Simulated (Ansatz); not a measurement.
# CH2BrN: a ladder of functionals and wavefunction methods

The task here is to estimate one member of a computed series from the others.

The runs use Ansatz 0.2.0, Gaussian basis; functionals in def2-TZVPP, the program's frozen cores in correlated methods.

Plan: LDA (SPW92), PBE-D4, revPBE-D4, BLYP-D4, r2SCAN-D4, B97M-V, PBE0-D4, B3LYP-D4, r2SCANh-D4, r2SCAN0-D4, HSE06-D4, BHLYP-D4, CAM-B3LYP-D4, LC-ωPBE, ωB97X-V, ωB97M-V, B2PLYP, PBE-QIDH; CCSD(T)/def2-SVP; CCSD(T)/def2-TZVPP; MP2/def2-QZVPP; extrapolation to the limit; RPA on PBE.

### The relaxed structure

The geometry comes from an earlier relaxation with PBE0-D4 in a triple-zeta def2 set; it is a stationary point.

SMILES `N=CBr`, 5 atoms, charge 0, spin multiplicity 1.

Atoms are counted from 1 here; the program's logs count them from 0.

Bond lengths: N1–C2 1.245 Å, N1–H4 1.020 Å, C2–Br3 1.897 Å, C2–H5 1.090 Å. Angles: C2–N1–H4 110.9°, N1–C2–Br3 120.9°, N1–C2–H5 128.5°, Br3–C2–H5 110.6°.

The first run:

Input file in.yaml:

```yaml
crystal:
  periodic: [false, false, false]
  atoms:
    - {symbol: N, position_ang: [-0.868902, -0.440929, 0.229804]}
    - {symbol: C, position_ang: [0.237081, 0.068682, -0.028708]}
    - {symbol: Br, position_ang: [1.728203, -0.210044, 1.109967]}
    - {symbol: H, position_ang: [-1.558590, -0.193267, -0.479533]}
    - {symbol: H, position_ang: [0.512009, 0.701857, -0.872830]}
basis:
  gaussian: {orbitals: def2-TZVPP}
hamiltonian: {xc: lda}
output: {orbitals: {seedname: orbitals}}
```

Among the steps run: LDA; PBE-D4 (GGA); revPBE-D4 (GGA); BLYP-D4 (GGA); r2SCAN-D4 (meta-GGA); B97M-V (meta-GGA); PBE0-D4 (hybrid); B3LYP-D4 (hybrid); r2SCANh-D4 (hybrid); r2SCAN0-D4 (hybrid); HSE06-D4 (hybrid); BHLYP-D4 (hybrid); CAM-B3LYP-D4 (range-separated); LC-ωPBE (range-separated); ωB97X-V (range-separated); ωB97M-V (range-separated); B2PLYP (double hybrid); PBE-QIDH (double hybrid).

One of the session's tables, all rows but one given; the rest of the session is left out.

It belongs to the step «Orbital energies across the functionals». 

| functional | HOMO (eV) | gap (eV) |
| --- | --- | --- |
| LDA (SPW92) | -7.08 | 4.90 |
| PBE-D4 | ? | ? |
| revPBE-D4 | -6.93 | 5.10 |
| BLYP-D4 | -6.87 | 5.08 |
| r2SCAN-D4 | -7.33 | 5.59 |
| B97M-V | -7.42 | 5.83 |
| PBE0-D4 | -8.32 | 7.47 |
| B3LYP-D4 | -8.07 | 6.97 |
| r2SCANh-D4 | -7.84 | 6.50 |
| r2SCAN0-D4 | -8.51 | 7.78 |
| HSE06-D4 | -7.92 | 6.69 |
| BHLYP-D4 | -9.39 | 9.76 |
| CAM-B3LYP-D4 | -9.63 | 9.99 |
| LC-ωPBE | -11.02 | 12.60 |
| ωB97X-V | -10.64 | 12.15 |
| ωB97M-V | -10.50 | 11.95 |

Q: Estimate the row for PBE-D4 from the others.

As computed: HOMO (eV): -6.98; gap (eV): 5.05. In the column «HOMO (eV)» it lies between LDA (SPW92) (-7.08) and revPBE-D4 (-6.93).
